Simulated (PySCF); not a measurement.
# A diatomic session: ZnSi+

The task here is to estimate one member of a computed series from the others.

Computed with PySCF 2.14.0. Level: Zn x2c-SVPall, Si x2c-SVPall, spin-free X2C with a Gaussian nucleus.

The first run:

The job is set up so:

```json
{
 "atoms": "Zn, Si",
 "charge": "1",
 "basis": "Zn x2c-SVPall, Si x2c-SVPall",
 "Hamiltonian": "spin-free X2C with a Gaussian nucleus",
 "basis functions": "54",
 "electrons treated": "43",
 "masses in u": "63.9291, 27.9769",
 "levels": "PBE0, PBE, r²SCAN, PBEsol, B2PLYP, B97-3, LC-ωPBE, HF, MP2, SCS-MP2",
 "grid": "80 radial by 434 angular points",
 "occupations": "held fixed by the projection of orbital angular momentum",
 "dissociation limit": "Zn + Si+, each in its ground configuration",
 "starting distance in angstrom": "2.405",
 "values of 2S to try": "1, 3"
}
```

The run is started by

```
$ OMP_NUM_THREADS=1 python dia.py task.json out
```

Steps of the session up to this table: Input; PBE0 along the bond; Higher solutions at PBE0; PBE (GGA); r²SCAN (meta-GGA); PBEsol (GGA); B2PLYP (double hybrid); B97-3 (global hybrid GGA); LC-ωPBE (range-separated hybrid); ROHF (mean field).

One table of the session follows, with a row left open; its other results are not shown here.

Energy (eV) from each level's lowest point:

```
R (Å)   ROHF  ROHF-MP2  ROHF-SCS-MP2    PBE  PBEsol
2.179  0.641     0.419         0.466  0.385   0.322
2.281  0.338     0.181         0.214  0.167   0.125
2.382  0.151     0.054         0.073  0.050   0.027
2.458  0.068     0.010         0.020  0.010   0.000
2.534  0.020     0.000         0.000  0.000   0.002
2.610      ?         ?             ?      ?       ?
2.711  0.005     0.062         0.041  0.054   0.080
2.838  0.048     0.150         0.117  0.131   0.172
2.990  0.130     0.279         0.233  0.245   0.301
3.193  0.267     0.466         0.405  0.408   0.480
```

Q: Estimate the row for R (Å) = 2.610 from the others.

Worked estimate for «ROHF». A straight line through the neighbours (2.534, 0.020) and (2.711, 0.005) gives 0.020 + (0.005 − 0.020) × (2.610 − 2.534) / (2.711 − 2.534) = 0.014; a parabola fitted to 4 rows on both sides gives 0.002.

The run gave: ROHF: 0.000; ROHF-MP2: 0.015; ROHF-SCS-MP2: 0.006; PBE: 0.012; PBEsol: 0.025. In «ROHF» the line misses by +0.014 and the parabola by +0.002.

Caveats from the session: Lowest PBE0 solution found, without spin–orbit coupling: ²Π (doublet), unpaired electrons π ↑. Warnings in the runs' records: inverted.
